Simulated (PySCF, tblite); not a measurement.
**C3H4FN2S radical: geometry, infrared bands and EPR parameters**

What infrared bands and EPR parameters should C3H4FN2S radical (`FC[C@H]1C=NS[N]1`) show?

The runs use tblite 0.8.0 and PySCF 2.14.0, with density-fitted response routines of our own; the level of theory stands in each step. All values are computed, except where a source is named. Atoms count from 0, in the outputs and in this text.

## 1. The starting structure

11 atoms, charge 0, multiplicity 2; geometry from: force field or distance geometry start.

Bonds of the start (Å): F0–C1 1.35, C1–C2 1.53, C2–C3 1.51, C3–N4 1.30, N4–S5 1.66, S5–N6 1.71, N6–C2 1.45, C1–H7 1.09, C1–H8 1.10, C2–H9 1.10, C3–H10 1.09.

## 2. Relaxing the molecule with GFN2-xTB

Job settings and geometry (Å):

```
{"job": {"kind": "relax", "xc": "GFN2-xTB", "basis": "xTB"}, "charge": 0, "multiplicity": 2}
F     -2.050000     0.638600    -0.431700
C     -1.278900    -0.238600     0.245700
C      0.076700    -0.372900    -0.443700
C      0.838700     0.913200    -0.240800
N      1.943700     0.898600     0.443800
S      2.223000    -0.682400     0.884400
N      0.886600    -1.434100     0.124000
H     -1.801500    -1.194100     0.282400
H     -1.176600     0.123300     1.283700
H     -0.090300    -0.487700    -1.520900
H      0.434200     1.838800    -0.653100
```

Command:

```sh
$ OMP_NUM_THREADS=1 python probes_run.py task.json out
```

This one command runs all jobs of the session in turn.

Standard output:

```text
step      E/eV     max force
  0    -604.38338    2.358
  1    -604.56162    1.325
  2    -604.61446    0.670
  3    -604.62865    0.365
  4    -604.63679    0.289
  5    -604.64583    0.261
  6    -604.65091    0.203
  7    -604.65516    0.150
  8    -604.65774    0.139
  9    -604.65952    0.120
 10    -604.66075    0.113
 11    -604.66166    0.074
 12    -604.66221    0.064
 13    -604.66260    0.061
 14    -604.66304    0.075
 15    -604.66364    0.085
 16    -604.66427    0.075
 17    -604.66473    0.068
 18    -604.66506    0.055
 19    -604.66539    0.059
 20    -604.66573    0.066
 21    -604.66599    0.047
 22    -604.66614    0.031
 23    -604.66623    0.030
 24    -604.66632    0.035
 25    -604.66640    0.029
 26    -604.66645    0.017
 27    -604.66647    0.015
 28    -604.66650    0.021
 29    -604.66653    0.022
 30    -604.66656    0.015
 31    -604.66658    0.012
 32    -604.66660    0.010
 33    -604.66661    0.011
 34    -604.66663    0.011
 35    -604.66665    0.014
 36    -604.66668    0.017
 37    -604.66671    0.016
 38    -604.66673    0.016
 39    -604.66675    0.010
 40    -604.66676    0.009
```

Wall time 0.16 s (1 thread of Arm Neoverse V2, shared host).

Along the way: (not every step is listed)

| step | energy from step 0 (eV) | largest force (eV/Å) |
| --- | --- | --- |
| 0 | 0.0000 | 2.3584 |
| 1 | -0.1782 | 1.3245 |
| 2 | -0.2311 | 0.6705 |
| 3 | -0.2453 | 0.3655 |
| 4 | -0.2534 | 0.2886 |
| 5 | -0.2625 | 0.2610 |
| 6 | -0.2675 | 0.2032 |
| 7 | -0.2718 | 0.1504 |
| 8 | -0.2744 | 0.1391 |
| 10 | -0.2774 | 0.1125 |
| 12 | -0.2788 | 0.0638 |
| 14 | -0.2797 | 0.0748 |
| 16 | -0.2809 | 0.0751 |
| 18 | -0.2817 | 0.0550 |
| 20 | -0.2824 | 0.0658 |
| 22 | -0.2828 | 0.0307 |
| 24 | -0.2829 | 0.0352 |
| 26 | -0.2831 | 0.0171 |
| 28 | -0.2831 | 0.0210 |
| 30 | -0.2832 | 0.0150 |
| 32 | -0.2832 | 0.0101 |
| 34 | -0.2833 | 0.0114 |
| 35 | -0.2833 | 0.0141 |
| 36 | -0.2833 | 0.0169 |
| 37 | -0.2833 | 0.0157 |
| 38 | -0.2834 | 0.0156 |
| 39 | -0.2834 | 0.0102 |
| 40 | -0.2834 | 0.0093 |

Close pairs (by a distance rule), those that changed most:

| bond | before (Å) | after (Å) | change (Å) |
| --- | --- | --- | --- |
| S5–N6 | 1.711 | 1.596 | -0.116 |
| C3–N4 | 1.300 | 1.275 | -0.025 |
| C2–N6 | 1.451 | 1.426 | -0.024 |
| F0–C1 | 1.350 | 1.367 | +0.017 |
| C1–C2 | 1.527 | 1.543 | +0.017 |
| C3–H10 | 1.091 | 1.075 | -0.016 |
| C1–H8 | 1.104 | 1.094 | -0.010 |
| C2–H9 | 1.096 | 1.103 | +0.007 |

The final coordinates are the input of the step that follows.

## 3. Vibrational analysis with GFN2-xTB

Job settings and geometry (Å):

```
{"job": {"kind": "ir", "xc": "GFN2-xTB", "basis": "xTB"}, "charge": 0, "multiplicity": 2}
F     -2.105404     0.614727    -0.435494
C     -1.304288    -0.252282     0.254260
C      0.086234    -0.326134    -0.411176
C      0.860892     0.960384    -0.250308
N      1.964633     0.858816     0.379107
S      2.209380    -0.732098     0.818331
N      0.874918    -1.347501     0.196347
H     -1.777285    -1.237457     0.235102
H     -1.227533     0.114377     1.282555
H     -0.084521    -0.557114    -1.475920
H      0.508398     1.906952    -0.618768
```

Standard output:

```text
mode    cm-1     km/mol
  1      70.4      5.43
  2     120.6      2.52
  3     205.0      7.04
  4     366.6     23.17
  5     394.4     16.06
  6     519.5      3.57
  7     630.0      9.24
  8     680.1     30.05
  9     766.6     29.14
 10     789.9      8.40
 11     874.1     51.36
 12     877.1     27.14
 13     989.0      3.82
 14    1032.8      4.37
 15    1059.3     94.60
 16    1097.7      4.76
 17    1157.8      6.45
 18    1162.7     13.08
 19    1190.7      2.95
 20    1234.3      3.12
 21    1300.9     14.29
 22    1440.9      1.30
 23    1568.4     50.81
 24    2825.0     14.99
 25    2956.2     23.88
 26    2972.1     11.18
 27    3128.0      0.65
```

Run time: 0.21 s. Hardware: 1 thread of Arm Neoverse V2, shared host.

Which atoms move in the most intense modes:

| cm⁻¹ | km/mol | atoms |
| --- | --- | --- |
| 367 | 23.2 | F0 30 %, N4 18 %, S5 13 %, C1 11 % |
| 680 | 30.1 | N4 52 %, S5 17 %, C2 10 % |
| 767 | 29.1 | H10 35 %, N4 17 %, C3 14 %, C2 12 % |
| 874 | 51.4 | N6 47 %, S5 16 %, H9 10 % |
| 877 | 27.1 | C3 38 %, N6 21 %, H7 11 % |
| 1059 | 94.6 | C1 48 %, F0 30 % |
| 1568 | 50.8 | C3 56 %, N4 41 % |
| 2956 | 23.9 | H8 92 % |

## 4. g tensor and hyperfine couplings: B3LYP/pcH-1

Same as in step 3 but for these lines:

```diff
@@ -1,2 +1,2 @@
-{"job": {"kind": "ir", "xc": "GFN2-xTB", "basis": "xTB"}, "charge": 0, "multiplicity": 2}
+{"job": {"kind": "epr", "basis": "pcH-1"}, "charge": 0, "multiplicity": 2}
 F     -2.105404     0.614727    -0.435494
```

Level: UKS B3LYP, pcH-1 on C F H N S, non-relativistic, mean-field spin-orbit, GIAO.

Standard output:

```text
UKS, coarse grid
  cycle   1  E = -724.12812667  |g| = 4.38e-01
  cycle   2  E = -724.04206533  |g| = 6.66e-01
  cycle   3  E = -724.19243822  |g| = 7.69e-02
  cycle   4  E = -724.19356754  |g| = 6.45e-02
  cycle   5  E = -724.19530404  |g| = 1.38e-02
  cycle   6  E = -724.19537505  |g| = 1.03e-02
  cycle   7  E = -724.19542800  |g| = 3.28e-03
  cycle   8  E = -724.19543670  |g| = 1.29e-03
  cycle   9  E = -724.19543617  |g| = 3.99e-04
UKS, final grid
  cycle   1  E = -724.19542618  |g| = 5.18e-04
  cycle   2  E = -724.19542600  |g| = 8.78e-04
  cycle   3  E = -724.19542633  |g| = 1.31e-04
  cycle   4  E = -724.19542634  |g| = 6.62e-05
  cycle   5  E = -724.19542635  |g| = 5.87e-05
  cycle   6  E = -724.19542636  |g| = 1.74e-05
E = -724.19542636 Eh   <S^2> = 0.7575 (exact 0.7500)
g shifts (ppm)      1          2          3
  rmc          -229       -229       -229
  gc             43         -4         41
  oz_so        -325        -95       7873
  total        -511       -328       7684
hyperfine (MHz)  atom isotope    a_iso     a_fc   dipolar eigenvalues
    0   19F       3.05       3.03    -16.86    -12.71     29.56
    1   13C      89.10      89.11     -5.99     -5.85     11.83
    2   13C     -31.59     -31.61     -2.68     -0.21      2.88
    3   13C      12.58      12.57    -12.51     -9.24     21.75
    4   14N      -3.61      -3.60     -5.09      2.27      2.81
    5   33S       6.72       7.33    -32.30    -28.54     60.84
    6   14N      27.15      26.94    -30.79    -30.37     61.16
    7    1H      -3.13      -3.13     -4.07     -2.01      6.08
    8    1H      -4.40      -4.40     -3.99     -2.09      6.07
    9    1H     145.83     145.83     -4.67     -2.73      7.40
   10    1H     -10.40     -10.42     -6.12     -1.42      7.55
```

Run time: 48 s. Hardware: 1 thread of Arm Neoverse V2, shared host; peak memory 0.87 GiB.

Principal g values 2.00181, 2.00199, 2.01000; g(iso) = 2.00460, against 2.00232 for a free electron.

Hyperfine couplings, nucleus by nucleus at this fixed geometry (no averaging over rotations):

| nuclei | isotope | a(iso) (MHz) | a(iso) (G, at g = 2.0023) | largest dipolar term (MHz) |
| --- | --- | --- | --- | --- |
| H9 | 1H | 145.8 | 52.0 | 7.4 |
| C1 | 13C | 89.1 | 31.8 | 11.8 |
| C2 | 13C | -31.6 | -11.3 | 2.9 |
| N6 | 14N | 27.1 | 9.7 | 61.2 |
| C3 | 13C | 12.6 | 4.5 | 21.7 |
| H10 | 1H | -10.4 | -3.7 | 7.5 |
| S5 | 33S | 6.7 | 2.4 | 60.8 |
| H8 | 1H | -4.4 | -1.6 | 6.1 |
| N4 | 14N | -3.6 | -1.3 | -5.1 |
| H7 | 1H | -3.1 | -1.1 | 6.1 |
| F0 | 19F | 3.0 | 1.1 | 29.6 |

Mulliken spin populations:

| atom | value (e) |
| --- | --- |
| F0 | 0.00 |
| C1 | 0.05 |
| C2 | -0.06 |
| C3 | 0.13 |
| N4 | -0.07 |
| S5 | 0.28 |
| N6 | 0.60 |
| H7 | 0.00 |
| H8 | 0.00 |
| H9 | 0.07 |
| H10 | -0.01 |

In first order the couplings over 0.8 MHz of 1H, 14N, 19F give 288 distinct lines over 81.5 G.

Orbitals, density, ELF and potential are computed afterwards from the orbital file.

ELF in a plane through or near 6 of the atoms.

Ten even steps from '0' (0.00) to '9' (1.00):
```
0000000000000000000000000000
0000000000000000000000000000
0000000000000000000000000000
0000000001677410000000000000
0000000004999970000000000000
0000000005999970013321000000
0000244114999830158875300000
0002577655125510158548620000
0003688778154731147468620000
0001367567568867646654300000
0000025763014459724751000000
0012467335457656569998500000
0036895434865740169999920000
0047998225744871029999810000
0035798642578983002673100000
0002466310257862000000000000
0000111000024430000000000000
0000000000000000000000000000
0000000000000000000000000000
0000000000000000000000000000
```
The map spans 9.4 Å across and 9.0 Å up, centred on the molecule. Atoms in the plane (x, y in Å): F0 (2.0, 1.0), C1 (1.3, -0.2), C3 (-1.0, 0.9), N6 (-0.7, -1.4), H7 (1.9, -1.0), H10 (-0.8, 1.9).

log10 of the density (e/Å³) in the same plane.

Ten even steps from ' ' (-4.0) to '@' (1.9):
```
                                                        
                                                        
                ....::::::....                          
              ..::::--------::....                      
          ..::::--====++++==--::::::------::..          
      ..::::----==++******++==----==========--::        
    ..::--====++++****####**++====++**####**++--::      
    ::--==++++******######**++==++**%%@@%%##++==--..    
  ..::--==++**######%%@@##****++++**##%%%%**++==--..    
  ..----==++**######**####**********####**++++--::..    
  ..----==++********++****############****++==::::..    
..::--==++**************************####**++==--::..    
..::--==++****%%%%##########**++++++**##**++==::....    
..::--==++****####**########**++====++++++==--::..      
..::----==++++**++++********++==------------::..        
  ..::----============++++++==----::::::::....          
    ..::::--------------==----::::....                  
      ....::::::::::::::::::::..                        
                                                        
                                                        
```
The map spans 9.4 Å across and 9.0 Å up, centred on the molecule. Atoms in the plane (x, y in Å): F0 (2.0, 1.0), C1 (1.3, -0.2), C3 (-1.0, 0.9), N6 (-0.7, -1.4), H7 (1.9, -1.0), H10 (-0.8, 1.9).

On the surface of density 0.002 e/bohr³ the electrostatic potential runs, from the 1st to the 99th percentile, from -1.34 V near N6 to 1.28 V near H10.

The spin density lies nearest to N6 46 %; S5 26 %; C3 8 %.

## 5. Results

| quantity | value |
| --- | --- |
| strongest single infrared mode (GFN2-xTB) | 1059 cm⁻¹, 95 km/mol |
| zero-point energy (GFN2-xTB) | 44.9 kcal/mol |
| g(iso) (B3LYP) | 2.00460 |
| ⟨S²⟩ | 0.758 (exact 0.75) |
| largest a(iso) | 1H on H9, 145.8 MHz |
| surface potential, 1st and 99th percentile | -1.34 V and 1.28 V |

The optimisation took 40 steps and gained 0.283 eV; among the close pairs (by a distance rule), S5–N6 changed most, from 1.711 to 1.596 Å. All 27 modes are real, so the xTB geometry is a minimum. The strongest single mode, at 1059 cm⁻¹, moves mainly C1 and F0. GFN2-xTB is a fitted tight-binding method: band positions and strengths are rough. Its intensities can rank the bands wrongly. The largest share of the spin, 0.60 e, sits on N6. The isotropic g lies 2.3 ppt above the free-electron value.
